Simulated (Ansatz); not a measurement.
# Fe3Co2: the cost of one run

Program: Ansatz 0.2.0. Level of theory: DFT PBE, scalar-relativistic, plane waves, PAW. These are calculated values, not measurements.

## Step 1: The system as given

It takes space group P6_3/mmc (No. 194, hexagonal). The conventional cell has a = 2.500 Å, b = 2.500 Å, c = 20.293 Å, α = 90.00°, β = 90.00°, γ = 120.00°. Fe (site symmetry -6m2) has 12 Fe at 2.49 to 2.50 Å as nearest neighbours. Around Fe (site symmetry 3m) lie 9 Fe at 2.49 to 2.50 Å and 3 Co at 2.49 Å. Co (site symmetry 3m) is surrounded by 3 Fe at 2.49 Å and 9 Co at 2.49 to 2.50 Å.

As a file:

```
CELL_PARAMETERS angstrom
2.49991 0.00000 0.00000
-1.24996 2.16499 0.00000
0.00000 0.00000 20.29303
ATOMIC_POSITIONS crystal
Fe 0.33333 0.66667 0.25000
Fe 0.33333 0.66667 0.65000
Fe 0.33333 0.66667 0.85000
Fe 0.66667 0.33333 0.15000
Fe 0.66667 0.33333 0.35000
Fe 0.66667 0.33333 0.75000
Co 0.33333 0.66667 0.05000
Co 0.33333 0.66667 0.45000
Co 0.66667 0.33333 0.55000
Co 0.66667 0.33333 0.95000
```

The start is an ordering of an alloy on its end members' structure types: elements ordered on the sites of the Mg type, Co/Fe on Mg (P6_3/mmc, No. 194).

## Step 2: A first look at the guess

Input file input.yaml:

```yaml
crystal:
  lattice:
    - [2.49991072, 0.0, 0.0]
    - [-1.24995536, 2.16498619, 0.0]
    - [0.0, 0.0, 20.29303079]
  atoms:
    - { symbol: Fe, position: [0.33333333, 0.66666667, 0.25], spin: 4.0 }
    - { symbol: Fe, position: [0.33333333, 0.66666667, 0.65], spin: 4.0 }
    - { symbol: Fe, position: [0.33333333, 0.66666667, 0.85], spin: -4.0 }
    - { symbol: Fe, position: [0.66666667, 0.33333333, 0.15], spin: -4.0 }
    - { symbol: Fe, position: [0.66666667, 0.33333333, 0.35], spin: 4.0 }
    - { symbol: Fe, position: [0.66666667, 0.33333333, 0.75], spin: 4.0 }
    - { symbol: Co, position: [0.33333333, 0.66666667, 0.05], spin: -3.0 }
    - { symbol: Co, position: [0.33333333, 0.66666667, 0.45], spin: 3.0 }
    - { symbol: Co, position: [0.66666667, 0.33333333, 0.55], spin: 3.0 }
    - { symbol: Co, position: [0.66666667, 0.33333333, 0.95], spin: -3.0 }
basis:
  ecutwfc: 420
kpoints:
  mp_grid: { grid: [6, 6, 1] }
hamiltonian:
  xc: pbe
scf:
  occupations: { method: gaussian, width: 0.1 }
  lower_state_search: "off"
output:
  forces: true
  stress: true
  eigenvalues: true
  populations: true
magnetization:
  spin_polarized: true
```

The run is started by

```console
$ ansatz run input.yaml --threads 1 --pin off --max-ram 2560MiB --backend cpu --events-out ev --progress --plain --runs-dir out
```

**Question.** How long does this run take on 1 thread of Intel Xeon 6975P-C (Granite Rapids), shared host, and how much memory does it need?

About 14 s, with a peak of 0.6 GiB.
